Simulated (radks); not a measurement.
**Se⁴⁺ in [Ar] 3d10 4s1 5s1: an all-electron calculation**

Wanted: eigenvalues, radial structure and energy terms of the selenium ion Se4+.

Method: Dirac Kohn-Sham, B86b exchange with PBE correlation, spin-unpolarised, spherical densities, point nucleus. Code: radks (a radial shooting solver on a logarithmic mesh, Libxc functionals) version 1.

## 1. The system

```
element       : selenium (Z = 34)
charge        : +4
electrons     : 30
configuration : [Ar] 3d10 4s1 5s1
```

Outer shells as boxes (Hund's rule):

Se⁴⁺
```
[Ar] core
3d [↑↓][↑↓][↑↓][↑↓][↑↓]
4s [↑ ]
5s [↑ ]
```

## 2. The run

Settings of this run:

```text
Z 34
configuration [Ar] 3d10 4s1 5s1
relativity Dirac
functional b86_mgc,pbe
spin unpolarised
j_filling energy
nucleus point
c 137.035999084
```

Q: Predict the outcome of this run.

As calculated:

| quantity | value |
| --- | --- |
| total energy | -2425.35736 hartree |
| exchange-correlation share of it | 3.57 % |
| −T/E | 1.0241 |
| highest occupied level | 5s1/2, -29.195 eV |
| most extended occupied level | 5s1/2, <r> = 3.25 bohr |
| radius at density 0.001 e/bohr³ | 4.24 bohr |
| maxima of the radial density | 4 |

What this shows: 5 principal shells are occupied and 4 maxima appear in the radial density; where shells overlap, one shows as a shoulder or not at all. Relativity lifts −T/E to 1.024. This is not the tabulated ground configuration, so its levels and sizes aren't those of the ground state, and no measured value stands beside it.
